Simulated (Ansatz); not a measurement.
**TeW: magnetic states**

The task here is to estimate one member of a computed series from the others.

Method: DFT PBE, scalar-relativistic, plane waves, PAW, in Ansatz 0.2.0.

## The structure to begin with

The structure is cubic, space group F-43m (No. 216). Conventional cell: a = 5.825 Å, b = 5.825 Å, c = 5.825 Å, α = 90.00°, β = 90.00°, γ = 90.00°. Around W (site symmetry -43m) lie 4 Te at 2.52 Å. Te (site symmetry -43m) is surrounded by 4 W at 2.52 Å.

Coordinates:

```cif
data_structure
_symmetry_space_group_name_H-M 'P 1'
_symmetry_Int_Tables_number 1
_cell_length_a 4.1188
_cell_length_b 4.1188
_cell_length_c 4.1188
_cell_angle_alpha 60.000
_cell_angle_beta 60.000
_cell_angle_gamma 60.000
_cell_volume 49.41
loop_
_atom_site_label
_atom_site_type_symbol
_atom_site_fract_x
_atom_site_fract_y
_atom_site_fract_z
_atom_site_occupancy
W1 W 0.00000 0.00000 0.00000 1
Te1 Te 0.25000 0.25000 0.25000 1
```

The structure is invented: a known structure type filled with these elements, not a reported compound.

The first run:

(A quick probe on a coarse mesh, which set the mesh and smearing, is not shown.)

Contents of input.yaml:

```yaml
crystal:
  lattice:
    - [0.0, 2.9124200074, 2.9124200074]
    - [2.9124200074, 0.0, 2.9124200074]
    - [2.9124200074, 2.9124200074, 0.0]
  atoms:
    - { symbol: W, position: [0.0, 0.0, 0.0], spin: 0.94 }
    - { symbol: Te, position: [0.25, 0.25, 0.25] }
basis:
  ecutwfc: 420
kpoints:
  mp_grid: { grid: [6, 6, 6] }
hamiltonian:
  xc: pbe
scf:
  occupations: { method: gaussian, width: 0.1 }
output:
  forces: true
  stress: true
  eigenvalues: true
  populations: true
magnetization:
  spin_polarized: true
relax:
  adjacent_minimum: "off"
  f_tol: 0.05
  max_steps: 80
  cell: { stress_tol: 0.5 }
```

Run with:

```bash
ansatz run input.yaml --threads 1 --pin off --max-ram 2560MiB --backend cpu --events-out ev --progress --plain --runs-dir out
```

Steps of the session up to this table: Rough relaxation on the coarse mesh; Relaxing cell and atoms; Magnetic start: no spin polarisation; Magnetic start: ferromagnetic; Magnetic start: large parallel starting moments; Magnetic start: antiferromagnetic, doubled cell, propagation vector (0, 0, 1/2); Start: antiferromagnetic, doubled cell, propagation vector (0, 1/2, 1/2); Magnetic start: small parallel starting moments.

One of the session's tables, all rows but one given; the rest of the session is left out.

It belongs to the step «The magnetic starts in order of energy». 

| start | energy above the lowest (meV/atom) | pressure (GPa) |
| --- | --- | --- |
| ferromagnetic | 0.00 | 0.0 |
| large parallel starting moments | 0.00 | 0.0 |
| small parallel starting moments | 0.00 | 0.0 |
| antiferromagnetic, doubled cell, propagation vector (0, 1/2, 1/2) | ? | ? |
| antiferromagnetic, doubled cell, propagation vector (0, 0, 1/2) | 18.7 | 0.3 |
| no spin | 57.2 | -1.1 |

**Question.** Estimate the row for antiferromagnetic, doubled cell, propagation vector (0, 1/2, 1/2).

**Answer.** energy above the lowest (meV/atom): 18.4; pressure (GPa): 0.2. In the column «energy above the lowest (meV/atom)» it lies between small parallel starting moments (0.00) and antiferromagnetic, doubled cell, propagation vector (0, 0, 1/2) (18.7).

Limits of these values: Warnings in the runs' records: stability check not made.
